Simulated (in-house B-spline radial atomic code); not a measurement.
**Kr²⁺: density, ELF and screening along the radius**

Aim: the shell structure of Kr²⁺ in the radial density, the electron localisation function and the screened nuclear charge, under several settings.

Program: in-house B-spline radial atomic code version 1. Level of theory: several methods, spin-polarised, as named in each step; spherical all-electron atom at the radial basis limit. These are calculated values, not measurements, unless marked.

## (1) The atom as given

```
element       : krypton (Z = 36)
charge        : +2
electrons     : 34
configuration : [Ar] 3d10 4s2 4p4
nucleus       : point (non-relativistic runs) or finite (X2C runs)
```

Outer shells as boxes (Hund's rule):

[Ar] 3d10 4s2 4p4
```
[Ar] core
3d [↑↓][↑↓][↑↓][↑↓][↑↓]
4s [↑↓]
4p [↑↓][↑ ][↑ ]
```

Where spins are not typed, each open shell is filled with up spins first.

## (2) LDA (VWN5), X2C

Input settings:

```ini
Z = 36
electrons = 34.0
configuration = [Ar] 3d10 4s2 4p4
hamiltonian = x2c
method = lda,vwn
spin_polarised = True
nucleus = fermi
rms_radius = 4.1884
mass_number = 84
atomic_mass = 83.91149772708
speed_of_light = 137.035999084
```

Started as:

```console
> python run_scf.py task.json out
```

task.json lists these runs, among others, and the program works through them in turn.

## (3) PBE, X2C

The settings differ from step 2 so:

```diff
@@ -4,3 +4,3 @@
 hamiltonian = x2c
-method = lda,vwn
+method = pbe,pbe
 spin_polarised = True
```

## (4) Hartree-Fock, X2C

The settings differ from step 3 so:

```diff
@@ -4,3 +4,3 @@
 hamiltonian = x2c
-method = pbe,pbe
+method = hf
 spin_polarised = True
```

## (5) AM05, X2C

The settings differ from step 4 so:

```diff
@@ -4,3 +4,3 @@
 hamiltonian = x2c
-method = hf
+method = am05
 spin_polarised = True
```

## (6) PBEsol, X2C

The settings differ from step 5 so:

```diff
@@ -4,3 +4,3 @@
 hamiltonian = x2c
-method = am05
+method = pbesol
 spin_polarised = True
```

**Question.** How large is the system in each run, where do the shell borders lie, and what is the highest level?

**Answer**, as computed:

| run | total energy (hartree) | highest level (eV) | radius holding 50 / 90 / 99 % (bohr) | radius at n = 0.001 (bohr) | ELF minima on the full grid (bohr) |
| --- | --- | --- | --- | --- | --- |
| LDA (VWN5), X2C | -2784.8403 | -30.160 | 0.449 / 1.51 / 2.74 | 3.47 | 0.064, 0.26, 1.0 |
| PBE, X2C | -2788.3525 | -29.794 | 0.449 / 1.51 / 2.74 | 3.48 | 0.064, 0.26, 1.0 |
| Hartree-Fock, X2C | -2786.9346 | -34.749 | 0.449 / 1.52 / 2.75 | 3.48 | 0.065, 0.26, 1.0 |
| AM05, X2C | -2785.0343 | -29.812 | 0.449 / 1.51 / 2.73 | 3.47 | 0.064, 0.26, 1.0 |
| PBEsol, X2C | -2786.5301 | -29.821 | 0.449 / 1.51 / 2.74 | 3.47 | 0.064, 0.26, 1.0 |

**Reading.** In the first run ELF has 3 minima on the grid, which mark the borders between shells. On the record's full grid the screened charge (r times the electrostatic potential) falls from 35.9 near the nucleus to 2.00 at 6.1 bohr; far out it tends to the net charge, 2. The grid is coarse (about 22 % a step), so the places of minima are rough. For X2C runs ELF uses the non-relativistic kinetic energy density, and the fields carry no picture-change correction.
